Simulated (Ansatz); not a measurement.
This script drives Ansatz's Python interface.

The script, `adiabatic.py`:
```python
"""How BrHSi relaxes after losing an electron."""

import itertools

import ansatz as az
from ase.data import atomic_numbers, covalent_radii
import numpy as np

GEOMETRY = """
Si   -0.50410    0.39190   -0.24180
Br    1.38110    0.52310    0.81540
H    -0.88790   -0.97990   -0.58690
"""

mol = az.Crystal.molecule()
for line in GEOMETRY.strip().splitlines():
    symbol, *xyz = line.split()
    mol = mol.atom(symbol, [float(v) for v in xyz])

model = (
    mol.calculation()
    .basis(gaussian="def2-SVP")
    .functional("r2scan")
)
symbols = [site.symbol for site in mol.cartesian_sites]
start = np.array([site.position_ang for site in mol.cartesian_sites], dtype=float)
summary = model.relax(force_tolerance=0.01).run(threads=1, backend="cpu").report
end = np.array(summary["positions_ang"])

minimum = az.Crystal.molecule()
for symbol, place in zip(symbols, end):
    minimum = minimum.atom(symbol, place.tolist())
ion = minimum.calculation()
ion = ion.basis(gaussian="def2-SVP").functional("r2scan")
ion = ion.charge(1).spin("collinear", total=1)
vertical = ion.run(threads=1, backend="cpu").report
settled = ion.relax(force_tolerance=0.01, max_steps=80).run(threads=1, backend="cpu").report
print(f"vertical ionisation energy   {vertical['free_energy_ev'] - summary['free_energy_ev']:.3f} eV")
print(f"adiabatic, no zero point     {settled['free_energy_ev'] - summary['free_energy_ev']:.3f} eV")
print(f"relaxation energy of the ion {vertical['free_energy_ev'] - settled['free_energy_ev']:.3f} eV")
ionised = np.array(settled["positions_ang"])
# pairs closer than 1.2 times the sum of covalent radii, before or after
radius = [covalent_radii[atomic_numbers[s]] for s in symbols]
span = lambda where, i, j: np.linalg.norm(where[i] - where[j])
bonded = [(i, j) for i, j in itertools.combinations(range(len(symbols)), 2) if min(span(end, i, j), span(ionised, i, j)) < 1.2 * (radius[i] + radius[j])]
print("pair        before    after (A)")
for i, j in bonded:
    print(f"{symbols[i]}{i}-{symbols[j]}{j}".ljust(10), f"{span(end, i, j):8.4f} {span(ionised, i, j):8.4f}")
```

It is started by `python adiabatic.py`. How long does it take on 1 thread of Arm Neoverse V2 (shared host), and how much memory does it need?

It took about 33 s, with a peak of 0.22 GiB, for 3 runs of the engine.

Running `python adiabatic.py` prints:
```text
vertical ionisation energy   9.158 eV
adiabatic, no zero point     8.830 eV
relaxation energy of the ion 0.327 eV
pair        before    after (A)
Si0-Br1      2.2568   2.1229
Si0-H2       1.5361   1.5099
```

The energies are electronic: no zero-point or thermal terms, and the basis set is short of its limit. The product may relax into another structure. The relaxation finds the nearest minimum, so the adiabatic value is an upper bound.
